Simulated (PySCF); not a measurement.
# [SbH2]+: a ladder of methods

Aim: at the PBE0 minimum of singlet [SbH2]+, found before, compare methods on energies and levels.

Method: several methods, basis Sb def2-TZVP with ECP28, H def2-TZVP, scalar-relativistic core potentials, no spin–orbit coupling, density fitting; program: PySCF 2.14.0.

## 1. Starting geometry

3 atoms, charge 1, spin multiplicity 1.

Bond lengths: Sb1–H2 1.709 Å, Sb1–H3 1.709 Å. Angles: H2–Sb1–H3 90.2°.

Coordinates in bohr (charge 1 multiplicity 1):
```
Sb    0.0000    0.0000   -0.0374
H     2.2873    0.0000    2.2421
H    -2.2873    0.0000    2.2421
```

## 2. PBE0

The steps are one call of a driver around PySCF; scf.py gives each level's set-up. Each SCF starts from the density of the minimum. The driver also runs the species with one electron less or more at the same geometry (one less: multiplicity 2, one more: multiplicity 2); their logs are not shown.

Contents of scf.py:

```python
from pyscf import gto, scf, dft
mol = gto.M(atom='''
Sb     0.000000     0.000000    -0.019780
H      1.210395    -0.000000     1.186479
H     -1.210395     0.000000     1.186479''',
    basis={'Sb': 'def2-TZVP', 'H': 'def2-TZVP'},
    ecp={'Sb': 'def2-TZVP'},
    charge=1, spin=0)
mf = dft.RKS(mol, xc='PBE0')
mf.grids.atom_grid = (99, 590)
aux = {'Sb': 'def2-universal-JKFIT', 'H': 'def2-universal-JKFIT'}
mf = mf.density_fit(auxbasis=aux)
mf.kernel()
```

Log:

```text
init E= -241.099605158644
  HOMO = -0.553091454558859  LUMO = -0.406703843737366  gap/eV = 3.98341
cycle= 1 E= -241.099605158687  delta_E= -4.33e-11  |g|= 1.99e-06  |ddm|= 1.92e-05
  HOMO = -0.553091910589974  LUMO = -0.406703837187342  gap/eV = 3.98342
Extra cycle  E= -241.099605158688  delta_E= -2.56e-13  |g|= 8.88e-07  |ddm|= 4.22e-06
converged SCF energy = -241.099605158688
```

This level, with the species of one electron less or more, ran for 1.1 s (4 threads, shared host).

```
energy                        : -241.099605 Eh
one electron less (charge +2) : -240.448943 Eh (doublet, ⟨S²⟩ 0.76)
one electron more (charge +0) : -241.420877 Eh (doublet, ⟨S²⟩ 0.75)
Mulliken charge of Sb1        : +0.76 e
```

## 3. CCSD(T)

Edit scf.py of step 2 so:

```diff
@@ -9,2 +9 @@
-mf = dft.RKS(mol, xc='PBE0')
-mf.grids.atom_grid = (99, 590)
+mf = scf.RHF(mol)
@@ -13,0 +13,3 @@
+from pyscf import cc
+mycc = cc.CCSD(mf, frozen=4).run()
+mycc.ccsd_t()
```

Log:

```text
init E= -240.091323663637
  HOMO = -0.631693035246034  LUMO = -0.273736422825283  gap/eV = 9.74050
cycle= 1 E= -240.100253827874  delta_E= -0.00893  |g|= 0.0395  |ddm|= 0.409
  HOMO = -0.63820438591308  LUMO = -0.280110964670286  gap/eV = 9.74422
cycle= 2 E= -240.100827120491  delta_E= -0.000573  |g|= 0.0104  |ddm|= 0.105
  HOMO = -0.640476445946206  LUMO = -0.281818580389049  gap/eV = 9.75958
cycle= 3 E= -240.100887896351  delta_E= -6.08e-05  |g|= 0.00306  |ddm|= 0.0308
  HOMO = -0.640331133591  LUMO = -0.281605494216092  gap/eV = 9.76142
cycle= 4 E= -240.100891389818  delta_E= -3.49e-06  |g|= 0.000642  |ddm|= 0.00719
  HOMO = -0.640341916221671  LUMO = -0.28156530539696  gap/eV = 9.76281
cycle= 5 E= -240.100891774492  delta_E= -3.85e-07  |g|= 7.97e-05  |ddm|= 0.0022
  HOMO = -0.640345472841322  LUMO = -0.281569470478766  gap/eV = 9.76279
cycle= 6 E= -240.100891780454  delta_E= -5.96e-09  |g|= 1.94e-05  |ddm|= 0.000223
  HOMO = -0.640346014552913  LUMO = -0.281569696174281  gap/eV = 9.76280
cycle= 7 E= -240.100891780549  delta_E= -9.5e-11  |g|= 2.84e-06  |ddm|= 2.49e-05
  HOMO = -0.640346015305166  LUMO = -0.28156992364277  gap/eV = 9.76279
Extra cycle  E= -240.100891780554  delta_E= -4.26e-12  |g|= 1.05e-06  |ddm|= 6.38e-06
converged SCF energy = -240.100891780554
CCSD nocc = 8, nmo = 58
Init t2, MP2 energy = -240.416066938568  E_corr(MP2) -0.315175158014166
RCCSD converged
E(RCCSD) = -240.4249097498416  E_corr = -0.3240179692880222
RCCSD(T) correction = -0.00735155259693096
```

This level, with the species of one electron less or more, took 20 s.

```
energy                                                              : -240.432261 Eh
one electron less (charge +2)                                       : -239.780229 Eh (doublet, ⟨S²⟩ 0.78)
one electron more (charge +0)                                       : -240.749369 Eh (doublet, ⟨S²⟩ 0.77)
MP2 correlation in its own fitting basis (same spin, opposite spin) : -0.31544 Eh (-0.09891, -0.21652)
CCSD, (T)                                                           : -0.32402, -0.00735 Eh; T1 0.013, D1 0.036
```

## 4. HF

Edit scf.py of step 3 so:

```diff
@@ -13,3 +12,0 @@
-from pyscf import cc
-mycc = cc.CCSD(mf, frozen=4).run()
-mycc.ccsd_t()
```

The SCF cycles repeat those of step 3.

This level, with the species of one electron less or more, took under 0.5 s.

| Property | Result |
| --- | --- |
| energy | -240.100892 Eh |
| one electron less (charge +2) | -239.484730 Eh (doublet, ⟨S²⟩ 0.78) |
| one electron more (charge +0) | -240.403674 Eh (doublet, ⟨S²⟩ 0.77) |
| Mulliken charge of Sb1 | +0.79 e |

## 5. PBE

Edit scf.py of step 4 so:

```diff
@@ -9 +9,2 @@
-mf = scf.RHF(mol)
+mf = dft.RKS(mol, xc='PBE')
+mf.grids.atom_grid = (99, 590)
```

Log:

```text
init E= -241.086955248248
  HOMO = -0.513513863232398  LUMO = -0.441807701267662  gap/eV = 1.95122
cycle= 1 E= -241.088109068279  delta_E= -0.00115  |g|= 0.0208  |ddm|= 0.187
  HOMO = -0.514608851928726  LUMO = -0.441824742928514  gap/eV = 1.98056
cycle= 2 E= -241.088121872391  delta_E= -1.28e-05  |g|= 0.0164  |ddm|= 0.0351
  HOMO = -0.513718381591652  LUMO = -0.440976117371316  gap/eV = 1.97942
cycle= 3 E= -241.088153338883  delta_E= -3.15e-05  |g|= 0.00211  |ddm|= 0.0196
  HOMO = -0.513835474923918  LUMO = -0.441231248195165  gap/eV = 1.97566
cycle= 4 E= -241.088154928987  delta_E= -1.59e-06  |g|= 0.000492  |ddm|= 0.00359
  HOMO = -0.513845587982205  LUMO = -0.441247720148809  gap/eV = 1.97549
cycle= 5 E= -241.088155007842  delta_E= -7.89e-08  |g|= 9.94e-05  |ddm|= 0.00057
  HOMO = -0.513843723551139  LUMO = -0.441239555145395  gap/eV = 1.97566
cycle= 6 E= -241.088155010596  delta_E= -2.75e-09  |g|= 5.14e-06  |ddm|= 0.000135
  HOMO = -0.513843382276096  LUMO = -0.441238876952241  gap/eV = 1.97567
cycle= 7 E= -241.088155010604  delta_E= -8.75e-12  |g|= 4.11e-07  |ddm|= 1.02e-05
  HOMO = -0.513843393770123  LUMO = -0.441238858084448  gap/eV = 1.97567
Extra cycle  E= -241.088155010604  delta_E= 7.96e-13  |g|= 2.5e-07  |ddm|= 7.49e-07
converged SCF energy = -241.088155010604
```

This level, with the species of one electron less or more, took 2.7 s.

```
energy                        : -241.088155 Eh
one electron less (charge +2) : -240.438247 Eh (doublet, ⟨S²⟩ 0.75)
one electron more (charge +0) : -241.406603 Eh (doublet, ⟨S²⟩ 0.75)
Mulliken charge of Sb1        : +0.77 e
```

## 6. r2SCAN

Edit scf.py of step 5 so:

```diff
@@ -9 +9 @@
-mf = dft.RKS(mol, xc='PBE')
+mf = dft.RKS(mol, xc='R2SCAN')
```

Log:

```text
init E= -241.183301056165
  HOMO = -0.525346498073814  LUMO = -0.436045883844094  gap/eV = 2.42999
cycle= 1 E= -241.183844804146  delta_E= -0.000544  |g|= 0.0056  |ddm|= 0.136
  HOMO = -0.52374799543945  LUMO = -0.434765236413496  gap/eV = 2.42134
cycle= 2 E= -241.183846559173  delta_E= -1.76e-06  |g|= 0.00444  |ddm|= 0.0118
  HOMO = -0.523988281122582  LUMO = -0.434990067475992  gap/eV = 2.42176
cycle= 3 E= -241.183849232587  delta_E= -2.67e-06  |g|= 0.000566  |ddm|= 0.00461
  HOMO = -0.52395449278021  LUMO = -0.434919620669582  gap/eV = 2.42276
cycle= 4 E= -241.183849346469  delta_E= -1.14e-07  |g|= 0.000173  |ddm|= 0.0012
  HOMO = -0.523956529904566  LUMO = -0.434927767825293  gap/eV = 2.42260
cycle= 5 E= -241.183849358755  delta_E= -1.23e-08  |g|= 2.43e-05  |ddm|= 0.000247
  HOMO = -0.523956637441774  LUMO = -0.434929170520427  gap/eV = 2.42256
cycle= 6 E= -241.183849358846  delta_E= -9.05e-11  |g|= 6.2e-06  |ddm|= 3.17e-05
  HOMO = -0.523955542358443  LUMO = -0.434927628454768  gap/eV = 2.42257
Extra cycle  E= -241.183849358847  delta_E= -1.05e-12  |g|= 5.73e-06  |ddm|= 2.02e-05
converged SCF energy = -241.183849358847
```

This level, with the species of one electron less or more, ran for 4.7 s (4 threads, shared host).

* energy: -241.183849 Eh
* one electron less (charge +2): -240.533101 Eh (doublet, ⟨S²⟩ 0.76)
* one electron more (charge +0): -241.510183 Eh (doublet, ⟨S²⟩ 0.76)
* Mulliken charge of Sb1: +0.79 e

## 7. B3LYP

Edit scf.py of step 6 so:

```diff
@@ -9 +9 @@
-mf = dft.RKS(mol, xc='R2SCAN')
+mf = dft.RKS(mol, xc='B3LYP')
```

Log:

```text
init E= -241.183771755522
  HOMO = -0.546388567970983  LUMO = -0.417451412722472  gap/eV = 3.50856
cycle= 1 E= -241.184220610632  delta_E= -0.000449  |g|= 0.0104  |ddm|= 0.125
  HOMO = -0.548235070742826  LUMO = -0.419902348544801  gap/eV = 3.49211
cycle= 2 E= -241.184226262837  delta_E= -5.65e-06  |g|= 0.0105  |ddm|= 0.0318
  HOMO = -0.547537652060257  LUMO = -0.418936035525563  gap/eV = 3.49943
cycle= 3 E= -241.184252940419  delta_E= -2.67e-05  |g|= 0.000659  |ddm|= 0.0131
  HOMO = -0.547509007328626  LUMO = -0.418858872466995  gap/eV = 3.50075
cycle= 4 E= -241.184253015236  delta_E= -7.48e-08  |g|= 0.000181  |ddm|= 0.000843
  HOMO = -0.547516828353197  LUMO = -0.418876414323625  gap/eV = 3.50048
cycle= 5 E= -241.184253019326  delta_E= -4.09e-09  |g|= 4.83e-05  |ddm|= 0.000252
  HOMO = -0.547519313324232  LUMO = -0.418880819035373  gap/eV = 3.50043
cycle= 6 E= -241.184253020083  delta_E= -7.57e-10  |g|= 2.27e-06  |ddm|= 6.1e-05
  HOMO = -0.547519553320973  LUMO = -0.418880767886304  gap/eV = 3.50044
Extra cycle  E= -241.184253020084  delta_E= -1.39e-12  |g|= 1.92e-06  |ddm|= 5.4e-06
converged SCF energy = -241.184253020084
```

This level, with the species of one electron less or more, took 2.6 s.

| Item | Value |
| --- | --- |
| energy | -241.184253 Eh |
| one electron less (charge +2) | -240.528862 Eh (doublet, ⟨S²⟩ 0.76) |
| one electron more (charge +0) | -241.504790 Eh (doublet, ⟨S²⟩ 0.75) |
| Mulliken charge of Sb1 | +0.81 e |

## 8. TPSSh

Edit scf.py of step 7 so:

```diff
@@ -9 +9 @@
-mf = dft.RKS(mol, xc='B3LYP')
+mf = dft.RKS(mol, xc='TPSSH')
```

Log:

```text
init E= -241.02060868467
  HOMO = -0.534503509715337  LUMO = -0.422209214029215  gap/eV = 3.05568
cycle= 1 E= -241.020889409522  delta_E= -0.000281  |g|= 0.0254  |ddm|= 0.0686
  HOMO = -0.53567305367221  LUMO = -0.42523758603786  gap/eV = 3.00510
cycle= 2 E= -241.020895092289  delta_E= -5.68e-06  |g|= 0.0242  |ddm|= 0.0619
  HOMO = -0.534173222360618  LUMO = -0.423108081221262  gap/eV = 3.02224
cycle= 3 E= -241.021009057185  delta_E= -0.000114  |g|= 0.00183  |ddm|= 0.0308
  HOMO = -0.534243631788547  LUMO = -0.423126799124066  gap/eV = 3.02364
cycle= 4 E= -241.021009566354  delta_E= -5.09e-07  |g|= 0.000166  |ddm|= 0.0014
  HOMO = -0.534270377909293  LUMO = -0.423145363620408  gap/eV = 3.02387
cycle= 5 E= -241.021009571336  delta_E= -4.98e-09  |g|= 4.46e-05  |ddm|= 0.000264
  HOMO = -0.534270214273925  LUMO = -0.423148640892048  gap/eV = 3.02377
cycle= 6 E= -241.021009572194  delta_E= -8.58e-10  |g|= 3.54e-06  |ddm|= 6.8e-05
  HOMO = -0.534268571330803  LUMO = -0.423146978383252  gap/eV = 3.02377
Extra cycle  E= -241.021009572196  delta_E= -1.68e-12  |g|= 3.54e-06  |ddm|= 1.23e-05
converged SCF energy = -241.021009572196
```

This level, with the species of one electron less or more, took 4.7 s.

| Property | Result |
| --- | --- |
| energy | -241.021010 Eh |
| one electron less (charge +2) | -240.369837 Eh (doublet, ⟨S²⟩ 0.76) |
| one electron more (charge +0) | -241.340990 Eh (doublet, ⟨S²⟩ 0.75) |
| Mulliken charge of Sb1 | +0.79 e |

## 9. r2SCAN0

Edit scf.py of step 8 so:

```diff
@@ -9 +9 @@
-mf = dft.RKS(mol, xc='TPSSH')
+mf = dft.RKS(mol, xc='HYB_MGGA_XC_R2SCAN0')
```

Log:

```text
init E= -241.152453753708
  HOMO = -0.560596035466383  LUMO = -0.403912288957614  gap/eV = 4.26358
cycle= 1 E= -241.152643193098  delta_E= -0.000189  |g|= 0.0114  |ddm|= 0.0626
  HOMO = -0.559479405746816  LUMO = -0.403092973948439  gap/eV = 4.25549
cycle= 2 E= -241.152650789781  delta_E= -7.6e-06  |g|= 0.0075  |ddm|= 0.0226
  HOMO = -0.559991375075529  LUMO = -0.403610050064689  gap/eV = 4.25535
cycle= 3 E= -241.152658089428  delta_E= -7.3e-06  |g|= 0.000601  |ddm|= 0.00833
  HOMO = -0.559916750656778  LUMO = -0.40349198902077  gap/eV = 4.25653
cycle= 4 E= -241.152658189259  delta_E= -9.98e-08  |g|= 0.000162  |ddm|= 0.00116
  HOMO = -0.55991759840754  LUMO = -0.403492592390169  gap/eV = 4.25654
cycle= 5 E= -241.152658196977  delta_E= -7.72e-09  |g|= 3.63e-05  |ddm|= 0.00023
  HOMO = -0.559918905745117  LUMO = -0.403496127388597  gap/eV = 4.25648
cycle= 6 E= -241.152658197192  delta_E= -2.15e-10  |g|= 3.24e-06  |ddm|= 3.83e-05
  HOMO = -0.559918443810382  LUMO = -0.403495482258346  gap/eV = 4.25649
Extra cycle  E= -241.152658197194  delta_E= -2.79e-12  |g|= 2.59e-06  |ddm|= 1.02e-05
converged SCF energy = -241.152658197194
```

This level, with the species of one electron less or more, took 4.6 s.

```
energy                        : -241.152658 Eh
one electron less (charge +2) : -240.501852 Eh (doublet, ⟨S²⟩ 0.76)
one electron more (charge +0) : -241.480403 Eh (doublet, ⟨S²⟩ 0.76)
Mulliken charge of Sb1        : +0.77 e
```

## 10. PBEsol

Edit scf.py of step 9 so:

```diff
@@ -9 +9 @@
-mf = dft.RKS(mol, xc='HYB_MGGA_XC_R2SCAN0')
+mf = dft.RKS(mol, xc='PBEsol')
```

Log:

```text
init E= -240.817350935169
  HOMO = -0.512498643607016  LUMO = -0.444055629936582  gap/eV = 1.86243
cycle= 1 E= -240.819088576279  delta_E= -0.00174  |g|= 0.0488  |ddm|= 0.181
  HOMO = -0.513904975329234  LUMO = -0.441915418782114  gap/eV = 1.95894
cycle= 2 E= -240.819232685783  delta_E= -0.000144  |g|= 0.0335  |ddm|= 0.0862
  HOMO = -0.513042285386996  LUMO = -0.442031967337905  gap/eV = 1.93229
cycle= 3 E= -240.819433509953  delta_E= -0.000201  |g|= 0.00697  |ddm|= 0.0408
  HOMO = -0.51293421478671  LUMO = -0.441974587430366  gap/eV = 1.93091
cycle= 4 E= -240.81944396328  delta_E= -1.05e-05  |g|= 0.000619  |ddm|= 0.00637
  HOMO = -0.513001336625425  LUMO = -0.442097056005912  gap/eV = 1.92940
cycle= 5 E= -240.819444029514  delta_E= -6.62e-08  |g|= 0.000227  |ddm|= 0.00132
  HOMO = -0.512996574709894  LUMO = -0.442083009133474  gap/eV = 1.92966
cycle= 6 E= -240.819444052238  delta_E= -2.27e-08  |g|= 3.74e-06  |ddm|= 0.000341
  HOMO = -0.512996435211469  LUMO = -0.44208284877296  gap/eV = 1.92966
cycle= 7 E= -240.819444052243  delta_E= -4.89e-12  |g|= 3.18e-07  |ddm|= 6.65e-06
  HOMO = -0.512996560067135  LUMO = -0.442082915219315  gap/eV = 1.92966
Extra cycle  E= -240.819444052243  delta_E= 5.4e-13  |g|= 1.4e-07  |ddm|= 6.31e-07
converged SCF energy = -240.819444052243
```

This level, with the species of one electron less or more, ran for 2.6 s (4 threads, shared host).

- energy: -240.819444 Eh
- one electron less (charge +2): -240.170356 Eh (doublet, ⟨S²⟩ 0.75)
- one electron more (charge +0): -241.138583 Eh (doublet, ⟨S²⟩ 0.75)
- Mulliken charge of Sb1: +0.73 e

The dipole of an ion depends on the origin, here the centre of mass.

## 11. The ladder

| level | vertical ionisation energy (eV) | vertical electron affinity (eV) | −ε(HOMO) (eV) | gap (eV) | dipole (D) | wall time |
| --- | --- | --- | --- | --- | --- | --- |
| PBE0 | 17.71 | 8.74 | 15.05 | 3.98 | 0.52 | 1.1 s |
| CCSD(T) | 17.74 | 8.63 | – | – | – | 20 s |
| HF | 16.77 | 8.24 | 17.42 | 9.76 | 0.54 | under 0.5 s |
| PBE | 17.68 | 8.67 | 13.98 | 1.98 | 0.47 | 2.7 s |
| r2SCAN | 17.71 | 8.88 | 14.26 | 2.42 | 0.52 | 4.7 s |
| B3LYP | 17.83 | 8.72 | 14.90 | 3.50 | 0.42 | 2.6 s |
| TPSSh | 17.72 | 8.71 | 14.54 | 3.02 | 0.44 | 4.7 s |
| r2SCAN0 | 17.71 | 8.92 | 15.24 | 4.26 | 0.54 | 4.6 s |
| PBEsol | 17.66 | 8.68 | 13.96 | 1.93 | 0.57 | 2.6 s |

Times are for 4 threads, shared host; PBE0 starts from its own converged density, so its time is not comparable. A dash stands where a species or a free atom was not run at that level, or the quantity is not defined.

## 12. Results

```
                                    quantity                          value
         vertical ionisation energy, CCSD(T)                       17.74 eV
         vertical electron affinity, CCSD(T)                        8.63 eV
                          orbital gap, range  1.93 (PBEsol) to 9.76 (HF) eV
                                      T1, D1                   0.013, 0.036
T1, D1 of the species with one electron less                   0.017, 0.053
T1, D1 of the species with one electron more                   0.014, 0.047
```

For the vertical ionisation energy, TPSSh comes nearest to CCSD(T) (-0.02 eV) and HF is farthest (-0.98 eV). CCSD(T) took 20 s, about 4 times as long as TPSSh (4.7 s), which misses it by 0.02 eV. Against CCSD(T), the vertical electron affinity is best met by PBE (+0.04 eV) and worst by HF (-0.39 eV). The PBE orbital energy is a poor guide to ionisation (14.0 eV, 3.8 eV too small); the difference of PBE energies gives 17.7 eV.  Spin–orbit coupling is left out.
